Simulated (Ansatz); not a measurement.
Write the native input for Ansatz 0.2.0 that does the following.

- Task: single point
- Functional: PBE
- Potentials or basis: all-electron LAPW, scalar-relativistic
- Cutoff: 272 eV (chosen from the basis error)
- Basis error allowed: 0.001 eV/atom
- k mesh: 10 × 10 × 3
- Occupations: fermi-dirac, width 0.05 eV
- Spin: no spin polarisation

The system is MoS2.

```
Mo S
1.0
     3.16100    0.00000    0.00000
    -1.58050    2.73751    0.00000
     0.00000    0.00000   12.29500
Mo S
2 4
Direct
  0.33333 0.66667 0.25000
  0.66667 0.33333 0.75000
  0.33333 0.66667 0.62750
  0.66667 0.33333 0.12750
  0.33333 0.66667 0.87250
  0.66667 0.33333 0.37250
```

These files were run (other wordings do the same):

input.yaml

```yaml
crystal:
  lattice:
    - [3.16100152, 0.0, 0.0]
    - [-1.58050076, 2.73750762, 0.0]
    - [0.0, 0.0, 12.2949997]
  atoms:
    - { symbol: Mo, position: [0.3333333333, 0.6666666667, 0.25] }
    - { symbol: Mo, position: [0.6666666667, 0.3333333333, 0.75] }
    - { symbol: S, position: [0.3333333333, 0.6666666667, 0.6275] }
    - { symbol: S, position: [0.6666666667, 0.3333333333, 0.1275] }
    - { symbol: S, position: [0.3333333333, 0.6666666667, 0.8725] }
    - { symbol: S, position: [0.6666666667, 0.3333333333, 0.3725] }
kpoints:
  mp_grid: { grid: [10, 10, 3] }
scf:
  occupations: { method: fermi_dirac, width: 0.05 }
hamiltonian:
  xc: pbe
  pseudopotentials: { kind: all_electron, lapw: { basis_error: 0.001 } }
output:
  forces: true
  stress: true
  eigenvalues: true
  populations: true
```

Potentials or basis: all-electron LAPW, scalar-relativistic.

Run with:

```sh
$ ansatz run input.yaml --threads 4 --pin off --max-ram 12288MiB --backend cpu --events-out ev --progress --plain --runs-dir out
```

It gave:

```yaml
Pressure: 8.9 GPa
Largest_force: 1.216 eV/Å
Band_gap_on_the_k_mesh: 0.87 eV, indirect (least direct gap 1.87 eV)
```

Caveat: an odd mesh through Γ misses points on the zone boundary, where band edges often lie; this functional lacks dispersion, which binds the layers, so the pressure and a relaxed spacing across them are unreliable; forces of over 1 eV/Å show positions far from the minimum, so gaps and moduli don't describe the material at rest.

Wall time 42 s on 4 threads of Intel(R) Xeon(R) Processor @ 2.50GHz (Skylake/Cascade Lake) (shared host), peak memory 0.72 GiB.
